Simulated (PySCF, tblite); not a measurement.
# C₂H₇BCl₄Si₂: geometry, infrared bands and NMR shifts

What infrared bands and NMR shifts should C₂H₇BCl₄Si₂ (`[SiH3][C@H]([SiH2]B(Cl)Cl)C(Cl)Cl`) show?

The runs use tblite 0.8.0 and PySCF 2.14.0, with density-fitted response routines of our own; the level of theory stands in each step. All values are computed, except where a source is named. Atoms are numbered from 0 throughout.

## (1) The starting structure

16 atoms, charge 0, multiplicity 1; geometry from: force field or distance geometry start.

Bonds of the start (Å): Si0–C1 1.86, C1–Si2 1.85, Si2–B3 1.91, B3–Cl4 1.85, B3–Cl5 1.87, C1–C6 1.49, C6–Cl7 1.79, C6–Cl8 1.76, Si0–H9 1.49, Si0–H10 1.47, Si0–H11 1.45, C1–H12 1.13, Si2–H13 1.48, Si2–H14 1.50, C6–H15 1.11.

## (2) Optimising the geometry with GFN2-xTB

Job settings and geometry (Å):

```
{"job": {"kind": "relax", "xc": "GFN2-xTB", "basis": "xTB"}, "charge": 0, "multiplicity": 1}
Si    -1.687800     0.969100    -0.858200
C     -0.795300    -0.184300     0.289300
Si     0.722100     0.687400     0.886200
B      2.389700    -0.095900     0.388100
Cl     3.712100     1.048700    -0.222700
Cl     3.084600    -1.565900     1.315500
C     -0.564000    -1.484500    -0.409400
Cl     0.303600    -2.624200     0.662900
Cl     0.306500    -1.334300    -1.935900
H     -3.079400     1.158900    -0.366200
H     -1.044000     2.285400    -0.754500
H     -1.642300     0.546900    -2.241200
H     -1.486000    -0.372700     1.158200
H      0.645200     0.837000     2.353300
H      0.687200     2.076400     0.325300
H     -1.559800    -1.939100    -0.602000
```

The run is started by

```console
$ OMP_NUM_THREADS=1 python probes_run.py task.json out
```

This one command runs all jobs of the session in turn.

**Question.** This job is followed by: GFN2-xTB harmonic vibrations, gas phase; GIAO PBE0/pcSseg-1 NMR shielding, non-relativistic, gas phase. What will the session give for the following? strongest single infrared mode (GFN2-xTB); zero-point energy (GFN2-xTB); 13C shifts against TMS (PBE0/pcSseg-1); 1H shifts against TMS (PBE0/pcSseg-1, means over atoms taken as alike); 29Si shifts against TMS (PBE0/pcSseg-1); 11B shifts against BF3·OEt2 (PBE0/pcSseg-1); 35Cl shifts against HCl (PBE0/pcSseg-1, means over atoms taken as alike); surface potential, 1st and 99th percentile.

**Answer**, as computed:

| quantity | value |
| --- | --- |
| strongest single infrared mode (GFN2-xTB) | 790 cm⁻¹, 378 km/mol |
| zero-point energy (GFN2-xTB) | 51.7 kcal/mol |
| 13C shifts against TMS (PBE0/pcSseg-1) | 93.6, 28.8 ppm |
| 1H shifts against TMS (PBE0/pcSseg-1, means over atoms taken as alike) | 6.40, 4.51, 4.04, 3.76, 1.63 ppm |
| 29Si shifts against TMS (PBE0/pcSseg-1) | -67.9, -79.0 ppm |
| 11B shifts against BF3·OEt2 (PBE0/pcSseg-1) | 70.8 ppm |
| 35Cl shifts against HCl (PBE0/pcSseg-1, means over atoms taken as alike) | 385, 349, 327 ppm |
| surface potential, 1st and 99th percentile | -0.50 V and 1.40 V |

**Reading.** The optimisation took 180 steps and gained 1.112 eV; among the close pairs (by a distance rule), B3–Cl5 changed most, from 1.872 to 1.720 Å. All 42 modes are real, so the xTB geometry is a minimum. The strongest single mode, at 790 cm⁻¹, has its largest shares on H10, H11 and H9 (the list is cut at 3 atoms). Unscaled tight-binding wavenumbers are off by several per cent, some by more. Its intensities can rank the bands wrongly. C6 stands next to heavy halogen, whose spin-orbit shielding this run leaves out, so the computed shift lies too far downfield, most of all for carbon beside Br or I. The most deshielded hydrogen is H15 (hydrogen on an sp3 CH bonded to 2 Cl), at 6.40 ppm: its carbon carries Cl, which withdraws density. At PBE0/pcSseg-1: The largest span, 665 ppm, is at Cl4, Cl5, where the paramagnetic term is -582 ppm. At PBE0/pcSseg-1, counted by nearest atom on the grid, the HOMO lies on Cl4, Cl5 about 20 % each; B3 19 %, the LUMO on B3 51 %; Cl4, Cl5 about 11 % each.
